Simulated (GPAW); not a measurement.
Crystal: HPbNO4.

```
H Pb N O
1.0
     4.19923    0.11117    0.16817
     1.91600    3.89132    0.12568
     1.76085    1.25259    6.37266
H Pb N O
1 1 1 4
Direct
  0.89145 0.68202 0.62796
  0.14426 0.92872 0.88352
  0.25670 0.28861 0.30171
  0.83108 0.65056 0.78405
  0.38694 0.22380 0.11295
  0.31104 0.03576 0.45856
  0.07726 0.60633 0.32275
```

The cell was built by a generator and needn't be a form met in nature.

Base run:

- Program: GPAW 26.7.0
- Functional: r2SCAN
- Potentials or basis: GPAW PAW data sets (gpaw-data 1.2.1)
- Cutoff: 800 eV
- Basis: pw
- k mesh: 5 × 5 × 3
- Occupations: fermi-dirac, width 0.05 eV
- Spin: no spin polarisation

Its results: band gap on the k mesh 3.20 eV, direct; pressure -3.4 GPa.

Task: After a change of settings the same cell gave: band gap on the k mesh 3.18 eV, direct; pressure -4.0 GPa. Which change was it?
A. functional from r2SCAN to LDA; potentials or basis from GPAW PAW data sets (gpaw-data 1.2.1) to the program's PAW data sets (release 1.2.1) made for this functional
B. functional from r2SCAN to AM05; potentials or basis from GPAW PAW data sets (gpaw-data 1.2.1) to PAW data sets generated in the run's folder for this functional
C. functional from r2SCAN to SCAN
D. functional from r2SCAN to PBEsol; potentials or basis from GPAW PAW data sets (gpaw-data 1.2.1) to PAW data sets generated in the run's folder for this functional

Result: C.

Caveats: the PAW data sets were made with another functional, which shifts forces and pressure a little; spin-orbit coupling is left out, which as a rule narrows the gap of such compounds by several tenths of an eV.

Runs at the PBE level aren't shown here.
